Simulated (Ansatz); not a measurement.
# 64-atom supercell of diamond Si with displaced atoms, part 2 of 2

Ansatz 0.2.0, PAW. The steps go on from the part before.

**3. PBE0 single point**

in.yaml

```yaml
crystal:
  lattice:
    - [10.865579, 0.000000, 0.000000]
    - [0.000000, 10.865579, 0.000000]
    - [0.000000, 0.000000, 10.865579]
  atoms:
    - { symbol: Si, position: [0.999052, 0.997257, 0.992547] }
    - { symbol: Si, position: [0.002728, 0.006090, 0.502328] }
    - { symbol: Si, position: [0.004506, 0.499436, 0.996602] }
    - { symbol: Si, position: [0.995757, 0.505417, 0.494027] }
    - { symbol: Si, position: [0.495485, 0.005558, 0.992751] }
    - { symbol: Si, position: [0.492408, 0.008309, 0.500731] }
    - { symbol: Si, position: [0.501251, 0.512194, 0.002968] }
    - { symbol: Si, position: [0.498311, 0.499806, 0.500678] }
    - { symbol: Si, position: [0.123359, 0.120923, 0.126777] }
    - { symbol: Si, position: [0.124464, 0.121843, 0.619395] }
    - { symbol: Si, position: [0.128657, 0.622997, 0.126018] }
    - { symbol: Si, position: [0.134037, 0.628687, 0.617788] }
    - { symbol: Si, position: [0.631688, 0.131894, 0.116579] }
    - { symbol: Si, position: [0.623956, 0.121755, 0.628514] }
    - { symbol: Si, position: [0.627761, 0.631866, 0.123336] }
    - { symbol: Si, position: [0.627034, 0.620874, 0.629874] }
    - { symbol: Si, position: [0.256898, 0.243662, 0.011837] }
    - { symbol: Si, position: [0.246972, 0.253519, 0.501483] }
    - { symbol: Si, position: [0.261454, 0.762528, 0.990546] }
    - { symbol: Si, position: [0.249142, 0.743027, 0.496825] }
    - { symbol: Si, position: [0.758564, 0.253597, 0.006099] }
    - { symbol: Si, position: [0.753211, 0.252943, 0.500802] }
    - { symbol: Si, position: [0.752194, 0.754604, 0.992560] }
    - { symbol: Si, position: [0.754799, 0.739938, 0.501348] }
    - { symbol: Si, position: [0.373411, 0.386317, 0.117776] }
    - { symbol: Si, position: [0.376589, 0.374285, 0.629334] }
    - { symbol: Si, position: [0.380994, 0.878114, 0.125149] }
    - { symbol: Si, position: [0.377774, 0.887235, 0.638817] }
    - { symbol: Si, position: [0.876284, 0.373581, 0.135571] }
    - { symbol: Si, position: [0.879876, 0.371876, 0.621067] }
    - { symbol: Si, position: [0.870390, 0.878929, 0.126175] }
    - { symbol: Si, position: [0.864142, 0.865861, 0.626038] }
    - { symbol: Si, position: [0.252178, 0.004617, 0.245927] }
    - { symbol: Si, position: [0.247622, 0.991269, 0.745948] }
    - { symbol: Si, position: [0.243767, 0.498534, 0.246714] }
    - { symbol: Si, position: [0.252960, 0.494974, 0.748987] }
    - { symbol: Si, position: [0.755185, 0.002661, 0.253094] }
    - { symbol: Si, position: [0.748465, 0.005676, 0.748248] }
    - { symbol: Si, position: [0.737792, 0.496812, 0.255930] }
    - { symbol: Si, position: [0.764214, 0.495771, 0.742711] }
    - { symbol: Si, position: [0.381597, 0.119032, 0.367437] }
    - { symbol: Si, position: [0.368299, 0.125574, 0.870950] }
    - { symbol: Si, position: [0.369871, 0.623462, 0.365918] }
    - { symbol: Si, position: [0.374000, 0.628539, 0.870566] }
    - { symbol: Si, position: [0.875734, 0.123758, 0.379617] }
    - { symbol: Si, position: [0.876859, 0.128086, 0.867179] }
    - { symbol: Si, position: [0.866995, 0.623624, 0.366365] }
    - { symbol: Si, position: [0.863833, 0.617790, 0.874537] }
    - { symbol: Si, position: [0.009824, 0.243498, 0.247691] }
    - { symbol: Si, position: [0.003484, 0.250948, 0.746754] }
    - { symbol: Si, position: [0.992051, 0.750108, 0.250261] }
    - { symbol: Si, position: [0.996030, 0.754361, 0.746507] }
    - { symbol: Si, position: [0.511503, 0.249589, 0.259863] }
    - { symbol: Si, position: [0.501957, 0.247088, 0.746942] }
    - { symbol: Si, position: [0.503188, 0.750632, 0.253616] }
    - { symbol: Si, position: [0.491070, 0.748833, 0.750606] }
    - { symbol: Si, position: [0.122544, 0.373460, 0.371983] }
    - { symbol: Si, position: [0.115405, 0.377170, 0.876925] }
    - { symbol: Si, position: [0.125343, 0.881436, 0.373842] }
    - { symbol: Si, position: [0.126791, 0.868090, 0.872860] }
    - { symbol: Si, position: [0.626049, 0.378586, 0.375072] }
    - { symbol: Si, position: [0.629561, 0.378082, 0.865831] }
    - { symbol: Si, position: [0.622638, 0.877377, 0.376866] }
    - { symbol: Si, position: [0.634876, 0.871413, 0.875108] }
  symmetry: { detect: false }
kpoints:
  mp_grid: { grid: [1, 1, 1], shift: [0.25, 0.25, 0.25] }
hamiltonian:
  xc: pbe0
scf:
  occupations: { method: fermi_dirac, width: 0.01 }
output:
  forces: true
  eigenvalues: true
  populations: true
  eigenstates: { kpoints: [[0.25, 0.25, 0.25]], e_range: [-6.0, 6.0], localisation: true }
  write_density: true
  write_potential: true
  elf: true
  volumetric_format: npy
```

On the command line:

```console
$ ansatz run in.yaml --threads 2 --pin off --max-ram 30400MiB --runs-dir r --events-out ev --progress --plain --backend cuda --devices 0, --max-vram 18GiB
```

The log of the run:

```text
Pseudopotentials: kind: paw
Functional definition: PBE0
  parameter a = 0.25
  parameter kappa = 0.804
  parameter beta = 0.06672455060314922
  exchange = (1 - a)*pbe_x(kappa = kappa, mu = beta*pi^2/3) + a*exact_x
  correlation = pbe_c(beta = beta)
Crystal: 64 atoms, lattice volume = 1282.799 Å³
Basis set: ecut = 420 eV, 25173 PW (Γ), exchange–correlation on 150×150×150 points (8 copies of the dense FFT grid, shifted against one another)
Bands: 192, of which v1, the nominal top of the filled ones, is band 128 counted from 1 (127 counted from 0)
Symmetry: 1 space group operations
k-points: 1
Non-local potential: Si, projectors of the file, l = 0: 2, l = 1: 2, l = 2: 2
PAW form: soft (Blöchl's): semilocal exchange-correlation on the pseudo side does not see the compensation charge
PAW frozen core: Si, regenerated for the run's functional, and the local potential with it (the file was generated under x = pbe(κ = 0.804, μ = 0.2195149727645171), c = pbe(β = 0.06672455060314922))
PAW one-centre angular grid: Si, 110 points (default); XC on 64 Gauss nodes
Initial density: superposition of atomic densities (neutral atoms: chi_scale 0, normalization atom), corrected by the library's trained network
Initial wavefunctions: pseudopotential atomic-orbital guess
Functional: x = pbe(κ = 0.804, μ = 0.2195149727645171), c = pbe(β = 0.06672455060314922), warm-up for x = 0.75 pbe(κ = 0.804, μ = 0.2195149727645171) + 0.25 exact, c = pbe(β = 0.06672455060314922)
SCF iter   1: F=—  HF=-40687.250928 eV  |F-HF|=—  |Δ(HF+E_count)|=         —  Δρ=2.74e-3  dr2=8.50e-2  ethr=1.77e-3  ⟨swp⟩=15.0  Hψ=1145  notcnv=0
preconditioner: auto → none  [insulator: Δε(μ)=0.926 eV  Ē_g=7.818 eV  σ=0.010 eV  W_gap=1.00  n_scr=202 (ndim 8)  ℏωp=16.6 eV  f_vac=0.000  D(μ)=0.00/eV (n_scr^D=0)]
SCF iter   2: F=—  HF=-40687.254186 eV  |F-HF|=—  |Δ(HF+E_count)|=   3.26e-3  Δρ=1.28e-3  dr2=1.62e-2  ethr=3.32e-5  ⟨swp⟩=5.0  Hψ=534  notcnv=0
SCF iter   3: F=—  HF=-40687.256497 eV  |F-HF|=—  |Δ(HF+E_count)|=   2.31e-3  Δρ=2.92e-4  dr2=5.59e-3  ethr=6.31e-6  ⟨swp⟩=9.0  Hψ=496  notcnv=0  defer=1
iter 4 solved again at ethr=5.07e-8 eV; its pass at ethr=2.18e-6 eV (dr2=1.30e-4 eV) is discarded
SCF iter   4: F=—  HF=-40687.255499 eV  |F-HF|=—  |Δ(HF+E_count)|=   9.98e-4  Δρ=6.28e-5  dr2=1.54e-4  ethr=5.07e-8  ⟨swp⟩=4.0  Hψ=909  notcnv=0
SCF iter   5: F=-40687.255488 eV  HF=-40687.255489 eV  |F-HF|=7.03e-7  |Δ(HF+E_count)|=   1.00e-5  Δρ=1.91e-5  dr2=7.61e-6  ethr=5.07e-8  ⟨swp⟩=3.0  Hψ=356  notcnv=0
SCF 1 stopped early in 5 iterations: F = -40687.255488 eV  dr2 = 7.61e-6
Initial density: handed on by an earlier stage of this run
Initial wavefunctions: those handed on with the density
Functional: x = 0.75 pbe(κ = 0.804, μ = 0.2195149727645171) + 0.25 exact, c = pbe(β = 0.06672455060314922)
Exchange kernel: α = 0.2500, full range, Wigner–Seitz truncation, v(0) = 4046.2119 eV·Å³, q-mesh 1×1×1, nearest image of the exchange supercell L = 10.87 Å, pair-density grid 40×40×40, without the augmentation charges, whose exchange is taken in its separable form (sized by the pseudopotential files, 75×75×75 at the most)
Frozen-core exchange: fock
SCF iter   1: F=—  HF=-40729.388321 eV  |F-HF|=—  |Δ(HF+E_count)|=         —  Δρ=2.93e-3  dr2=8.99e-2  ethr=2.97e-8  ⟨swp⟩=12.0  Hψ=1392  notcnv=0
preconditioner: auto → none  [insulator: Δε(μ)=2.165 eV  Ē_g=9.808 eV  σ=0.010 eV  W_gap=1.00  n_scr=202 (ndim 8)  ℏωp=16.6 eV  f_vac=0.000  D(μ)=0.00/eV (n_scr^D=0)]
SCF iter   2: F=—  HF=-40729.352775 eV  |F-HF|=—  |Δ(HF+E_count)|=   3.55e-2  Δρ=1.35e-3  dr2=3.90e-2  ethr=2.97e-8  ⟨swp⟩=5.0  Hψ=750  notcnv=0
SCF iter   3: F=—  HF=-40729.512345 eV  |F-HF|=—  |Δ(HF+E_count)|=   1.60e-1  Δρ=7.04e-4  dr2=1.27e-2  ethr=2.97e-8  ⟨swp⟩=6.0  Hψ=924  notcnv=0
SCF iter   4: F=—  HF=-40729.515867 eV  |F-HF|=—  |Δ(HF+E_count)|=   3.52e-3  Δρ=4.28e-4  dr2=3.54e-2  ethr=2.97e-8  ⟨swp⟩=5.0  Hψ=889  notcnv=0  recentre
SCF iter   5: F=—  HF=-40729.510007 eV  |F-HF|=—  |Δ(HF+E_count)|=   5.86e-3  Δρ=2.70e-4  dr2=4.53e-3  ethr=2.97e-8  ⟨swp⟩=5.0  Hψ=868  notcnv=0
SCF iter   6: F=—  HF=-40729.509319 eV  |F-HF|=—  |Δ(HF+E_count)|=   6.88e-4  Δρ=6.81e-5  dr2=1.39e-3  ethr=2.97e-8  ⟨swp⟩=5.0  Hψ=505  notcnv=0
SCF iter   7: F=—  HF=-40729.516998 eV  |F-HF|=—  |Δ(HF+E_count)|=   7.68e-3  Δρ=1.70e-4  dr2=4.42e-4  ethr=2.97e-8  ⟨swp⟩=5.0  Hψ=697  notcnv=0
SCF iter   8: F=—  HF=-40729.516856 eV  |F-HF|=—  |Δ(HF+E_count)|=   1.42e-4  Δρ=1.70e-5  dr2=9.26e-5  ethr=2.97e-8  ⟨swp⟩=3.0  Hψ=448  notcnv=0
SCF iter   9: F=-40729.517321 eV  HF=-40729.517338 eV  |F-HF|=1.71e-5  |Δ(HF+E_count)|=   4.82e-4  Δρ=4.28e-5  dr2=3.33e-5  ethr=1.41e-9  ⟨swp⟩=5.0  Hψ=780  notcnv=0
SCF 2 stopped early in 9 iterations: F = -40729.517321 eV  dr2 = 3.33e-5
  Residual-converged pass: ⟨swp⟩=3.0  Hψ=383  notcnv=0  max |occ|·‖R‖ = 5.5e-6 eV (tolerance 6.7e-6 eV)  dr2=3.33e-5  dr2_onsite=2.03e-7  max |Δocc| = 0.0e0
hybrid outer 1: dexx = +2.076e-1 eV, tail = 9.23e-5 eV
SCF iter   1: F=—  HF=-40729.515258 eV  |F-HF|=—  |Δ(HF+E_count)|=         —  Δρ=7.51e-6  dr2=1.66e-6  ethr=1.80e-7  ⟨swp⟩=6.0  Hψ=440  notcnv=0
preconditioner: auto → none  [insulator: Δε(μ)=2.210 eV  Ē_g=9.827 eV  σ=0.010 eV  W_gap=1.00  n_scr=202 (ndim 8)  ℏωp=16.6 eV  f_vac=0.000  D(μ)=0.00/eV (n_scr^D=0)]
SCF iter   2: F=—  HF=-40729.515258 eV  |F-HF|=—  |Δ(HF+E_count)|=   4.04e-7  Δρ=4.09e-6  dr2=3.80e-7  ethr=5.88e-10  ⟨swp⟩=4.0  Hψ=502  notcnv=0
SCF iter   3: F=—  HF=-40729.515260 eV  |F-HF|=—  |Δ(HF+E_count)|=   1.17e-6  Δρ=2.28e-6  dr2=4.40e-7  ethr=4.63e-11  ⟨swp⟩=6.0  Hψ=622  notcnv=0
SCF iter   4: F=—  HF=-40729.515260 eV  |F-HF|=—  |Δ(HF+E_count)|=   6.10e-8  Δρ=2.18e-6  dr2=8.42e-7  ethr=4.63e-11  ⟨swp⟩=4.0  Hψ=455  notcnv=0
SCF iter   5: F=—  HF=-40729.515259 eV  |F-HF|=—  |Δ(HF+E_count)|=   1.46e-7  Δρ=6.66e-7  dr2=5.51e-8  ethr=4.63e-11  ⟨swp⟩=4.0  Hψ=370  notcnv=0
SCF iter   6: F=-40729.515259 eV  HF=-40729.515259 eV  |F-HF|=1.38e-9  |Δ(HF+E_count)|=   8.91e-9  Δρ=1.72e-7  dr2=7.33e-9  ethr=1.93e-11  ⟨swp⟩=3.0  Hψ=365  notcnv=0
SCF 3 converged in 6 iterations: F = -40729.515259 eV  dr2 = 7.33e-9
  Residual-converged pass: ⟨swp⟩=3.0  Hψ=387  notcnv=0  max |occ|·‖R‖ = 1.5e-6 eV (tolerance 2.5e-6 eV)  dr2=6.78e-9  dr2_onsite=1.39e-11  max |Δocc| = 0.0e0
[... from here the SCF cycle lines were not kept, up to the last twenty ...]
hybrid outer 2: dexx = +1.296e-6 eV, tail = 1.55e-8 eV, Δε = 8.64e-4 eV (about 2.29e-5 eV left of the loop's levels), ΔF = 5.10e-4 eV/Å (tail 1.01e-4)
NSCF: frozen V_eff on 1 k-points
hybrid SCF converged: 2 outer / 15 inner (+5 warm-up), last move |dexx| = 1.30e-6 eV, tail = 1.55e-8 eV
Stability not checked: this state was not tested for a lower state beside it, because the functional holds exact exchange (a hybrid, or Hartree-Fock), whose exchange loop this test does not read (fock_operator; see scf.lower_state_search)
Free energy (F): -40729.515260 eV
Harris-Foulkes:  -40729.515260 eV  (|F-HF|=1.38e-9)
Internal energy: -40729.515260 eV  (E = F + TS)
E sigma→0 (E₀):  -40729.515260 eV
Fermi energy:    6.470013 eV
--- Per-component energies (eV) ---
  E_band       = -29.534490
  E_kinetic    = 2592.134083
  E_local      = -1743.493238  (includes V_loc(G=0)·N_el)
  E_nonlocal   = 1625.280491
  E_hartree    = 484.825583
  E_xc         = -2739.673592
  E_vxc        = -2337.361448  (∫ρ·V_xc dr)
  E_exx        = -460.794501  (= α·E_x^exact, valence–valence)
  E_paw        = -33187.320479  (= ΣΔE_a)
  E_vpaw       = -214.156399  (= ΣTr[D̂ρ^β])
  E_aug_tail   = 0.000388  (compensation charges beyond the density's cutoff)
  E_ewald      = -7296.850864
  E_core_change = -3.623129  (= ΣΔE_core)
  E_smearing   = -0.000000  (= −TS)
  E_closure    = -0.000001  (closes the sum)
  Σ components = -40729.515260   (vs F -40729.515260, Δ=-7.28e-12)
--- Forces (eV/Å), atoms counted from 1 ---
  atom   1  Si     0.08341434     0.11833743     0.35047148
  atom   2  Si    -1.28321276    -1.81412099    -0.17386409
  atom   3  Si    -1.69876391     0.79570862     1.39590949
  atom   4  Si     0.59798943    -0.35496079     0.05445131
  atom   5  Si     1.30662071    -0.56459713     0.41850253
  atom   6  Si     1.16300845    -1.36546748     0.52234784
  atom   7  Si     0.31737541    -0.70276243    -1.38989269
  atom   8  Si    -0.16249040     0.27444159    -0.18126881
  atom   9  Si     0.36355279    -0.35780288    -1.13698503
  atom  10  Si     0.78543538     0.69016638     1.14067375
  atom  11  Si    -0.47789632     1.57698386    -1.01174056
  atom  12  Si    -1.74665994    -1.14534399     1.36754626
  atom  13  Si    -0.77410579    -0.98201052     1.18994136
  atom  14  Si     0.03885294     0.88303013    -1.27517108
  atom  15  Si     0.14111340     0.00422812     0.33614998
  atom  16  Si    -0.36552282     0.23360268    -0.35634011
  atom  17  Si    -1.13539560     0.90982715    -1.34417788
  atom  18  Si     0.89897080    -0.55309567    -0.68963605
  atom  19  Si    -0.75794223    -1.54348615     1.52912259
  atom  20  Si     1.10867056     2.32745813    -0.54723797
  atom  21  Si    -0.18256800     0.45771123    -1.70009670
  atom  22  Si    -0.73173527    -0.45380777    -0.01173859
  atom  23  Si     0.41262715    -0.88887379     1.52718287
  atom  24  Si    -1.67064852     0.65838408    -0.53487063
  atom  25  Si     0.87505069    -1.11067892     1.38071431
  atom  26  Si     0.18826118    -0.34556187    -0.81312250
  atom  27  Si     0.06159783     0.29085691    -0.00536654
  atom  28  Si     0.62818693    -2.01554125    -2.75774232
  atom  29  Si     0.63955826     0.61429471    -0.45143667
  atom  30  Si     0.70962259     0.24273019    -0.40297043
  atom  31  Si     0.77519818    -0.38339986    -0.58809108
  atom  32  Si     1.20961213     1.95514335    -0.34411827
  atom  33  Si    -0.10046950    -1.13908009     0.12094577
  atom  34  Si    -1.52227263     1.97599386     1.22389905
  atom  35  Si     0.52118195    -0.40962386     0.18004252
  atom  36  Si    -0.98456900     0.66791503     0.42463184
  atom  37  Si    -1.31611568     0.17698984    -0.41631790
  atom  38  Si     0.32234374    -1.34564506     0.27146835
  atom  39  Si     1.35816996     0.84123524    -1.88178580
  atom  40  Si    -1.90334476    -0.18838582     0.04570132
  atom  41  Si    -1.26042652     1.77228236     0.66240592
  atom  42  Si     0.19788864     0.01988630    -0.24916765
  atom  43  Si     0.67522480    -0.19971482     0.82156816
  atom  44  Si    -0.25392336    -0.75997903     0.58665708
  atom  45  Si     0.58810955     0.67479825    -0.47209100
  atom  46  Si     0.02631957     0.11112045     0.88672170
  atom  47  Si     0.55957613    -0.21952147     0.57642941
  atom  48  Si     2.22912108     0.98705348     0.20106453
  atom  49  Si    -1.65081413     0.44207203     0.90323019
  atom  50  Si     0.11084749    -0.32249525    -0.21030635
  atom  51  Si     1.03573220     0.26723986    -0.54628419
  atom  52  Si     0.34111236    -1.60986973     0.39590719
  atom  53  Si    -0.94253059     0.26204647    -2.18164186
  atom  54  Si    -0.33551149     0.26850393     0.73930733
  atom  55  Si    -0.32781242     0.12367633    -0.55519561
  atom  56  Si     2.17920414     0.45131784    -0.24091083
  atom  57  Si     0.04713508     0.36735738     0.52462582
  atom  58  Si     2.23513884    -1.24304834    -0.33461980
  atom  59  Si    -0.00996443    -0.73752594     0.14874585
  atom  60  Si    -0.75788657     0.84235048    -0.22118975
  atom  61  Si    -0.60161407    -0.75885204     1.88593048
  atom  62  Si    -0.04596366    -0.08125175     1.33218889
  atom  63  Si     0.55826048    -0.00804602     0.78371196
  atom  64  Si    -2.28988386     1.31980506    -0.90285375
  max |Σ_I F_I| component: 4.09e-5 eV/Å
--- Band table (eV) ---
  k-point 0: bands = ["-7.6703", "-7.1250", "-7.0776", "-7.0531", "-6.5629", "-6.4985", "-6.4894", "-6.0611", "-5.9120", "-5.9011", "-5.8598", "-5.5589", "-5.4928", "-5.4721", "-5.4127", "-5.3450", "-5.3306", "-5.2473", "-5.1477", "-5.1124", "-4.6438", "-4.6299", "-4.5686", "-4.3159", "-4.2099", "-4.1218", "-4.0935", "-4.0704", "-3.9981", "-3.9816", "-3.8732", "-3.8230", "-2.4347", "-2.3723", "-2.3144", "-2.2729", "-2.2531", "-2.2176", "-2.1883", "-2.1440", "-2.0873", "-2.0551", "-1.9994", "-1.9420", "-1.8760", "-1.8370", "-1.7488", "-1.1436", "-1.0796", "-1.0381", "-1.0003", "-0.9649", "-0.9327", "-0.8332", "-0.0920", "-0.0657", "0.1201", "0.3142", "0.3549", "0.4142", "0.9186", "0.9605", "0.9653", "1.0095", "1.0425", "1.0786", "1.1241", "1.1687", "1.1935", "1.6568", "1.6736", "1.7090", "1.7534", "1.7981", "1.8250", "1.8713", "1.9212", "1.9612", "1.9901", "2.0332", "2.0956", "2.2206", "2.2393", "2.2692", "2.2980", "2.3269", "2.3711", "2.4890", "2.5202", "2.5623", "2.6065", "2.6553", "2.6731", "2.8814", "2.9494", "2.9799", "3.0104", "3.0454", "3.0631", "3.0977", "3.1265", "3.1555", "3.2696", "3.3504", "3.3732", "3.4001", "3.4408", "3.4850", "3.5011", "3.5582", "3.5814", "3.7742", "3.8080", "3.8902", "3.9243", "4.0565", "4.0919", "4.1441", "4.1774", "4.2574", "4.3442", "4.4361", "4.4952", "4.6987", "4.7591", "4.8126", "5.2974", "5.3650", "7.5751", "7.6200", "7.7506", "8.0626", "8.1762", "8.2171", "8.5171", "8.5828", "8.6204", "8.6952", "8.7391", "8.7640", "8.8500", "8.8997", "8.9925", "9.0291", "9.0363", "9.0729", "9.1208", "9.1483", "9.1881", "9.2094", "9.2296", "9.2830", "9.3393", "9.4501", "9.5953", "9.6268", "9.6766", "9.6964", "9.7083", "9.7321", "9.7672", "9.7974", "9.8144", "9.8499", "9.8918", "9.9180", "9.9889", "10.0254", "10.2964", "10.3351", "10.3769", "10.4307", "10.4470", "10.4560", "10.4779", "10.5220", "10.5714", "10.6130", "10.6557", "10.7005", "10.7369", "10.7649", "10.7977", "10.8378", "10.8904", "10.9166", "10.9424", "10.9658", "11.0581", "11.1055", "11.1655", "11.2339"]
--- Löwdin populations: 64 sites ---
  site symbol       q [e]
     0     Si      3.9586
     1     Si      3.9743
     2     Si      3.9596
     3     Si      3.9704
     4     Si      3.9725
     5     Si      3.9456
     6     Si      3.9608
     7     Si      3.9659
     8     Si      3.9525
     9     Si      3.9546
    10     Si      3.9717
    11     Si      3.9605
    12     Si      3.9709
    13     Si      3.9570
    14     Si      3.9549
    15     Si      3.9683
    16     Si      3.9582
    17     Si      3.9734
    18     Si      3.9639
    19     Si      3.9712
    20     Si      3.9690
    21     Si      3.9634
    22     Si      3.9467
    23     Si      3.9623
    24     Si      3.9660
    25     Si      3.9549
    26     Si      3.9607
    27     Si      3.9590
    28     Si      3.9661
    29     Si      3.9561
    30     Si      3.9541
    31     Si      3.9623
    32     Si      3.9497
    33     Si      3.9536
    34     Si      3.9518
    35     Si      3.9548
    36     Si      3.9608
    37     Si      3.9472
    38     Si      3.9424
    39     Si      3.9500
    40     Si      3.9566
    41     Si      3.9624
    42     Si      3.9569
    43     Si      3.9591
    44     Si      3.9573
    45     Si      3.9580
    46     Si      3.9525
    47     Si      3.9608
    48     Si      3.9623
    49     Si      3.9579
    50     Si      3.9626
    51     Si      3.9687
    52     Si      3.9723
    53     Si      3.9588
    54     Si      3.9550
    55     Si      3.9532
    56     Si      3.9615
    57     Si      3.9737
    58     Si      3.9643
    59     Si      3.9510
    60     Si      3.9536
    61     Si      3.9774
    62     Si      3.9708
    63     Si      3.9742
  spilling = 0.009856 (of n_electrons = 256.000000)
```

Wall time 41 s (1 × data-centre GPU with 2 threads, shared host); peak host memory 2.8 GiB.

At the single k point (¼, ¼, ¼) the filled levels end at 5.365 eV and the empty ones begin at 7.575 eV, a spacing of 2.21 eV.

The states next to the gap (eigenstates.tsv), from the top filled level:

| level (eV) | spin | filling | atoms sharing it | main element | its share | largest atom |
| --- | --- | --- | --- | --- | --- | --- |
| -0.55 | both | 2.00 | 52.5 | Si | 1.00 | – |
| -0.07 | both | 2.00 | 58.4 | Si | 1.00 | – |
| 0.00 | both | 2.00 | 54.5 | Si | 1.00 | – |
| 2.21 | both | 0.00 | 60.5 | Si | 1.00 | – |
| 2.25 | both | 0.00 | 61.1 | Si | 1.00 | – |
| 2.39 | both | 0.00 | 61.0 | Si | 1.00 | – |
| 2.70 | both | 0.00 | 59.4 | Si | 1.00 | – |

Root-mean-square force by element: Si 1.67 eV/Å; the largest is 3.47 eV/Å.

Against PBEsol, the force components have a slope of 1.084 and differ by 0.078 eV/Å rms.

**4. Summary of results**

What follows sums up all 2 parts.

| level | time | top filled to lowest empty (eV) | pressure (GPa) | force change (eV/Å rms) |
| --- | --- | --- | --- | --- |
| PBEsol | 6.7 s (GPU) | 0.82 | 0.77 | 0 |
| PBE0 | 41 s (GPU) | 2.21 | - | 0.078 |

**What this shows.** At the same k points, PBEsol gives a spacing 1.39 eV smaller than the 2.21 eV of PBE0. The PBE0 single point took about 6.2 times as long as the PBEsol one on the same kind of device. PBE0 forces are 8 % stiffer than those of PBEsol by the slope, and differ by 0.08 eV/Å rms. With one k point the spacing samples only the states that fold onto it, so it can exceed the gap over the zone.
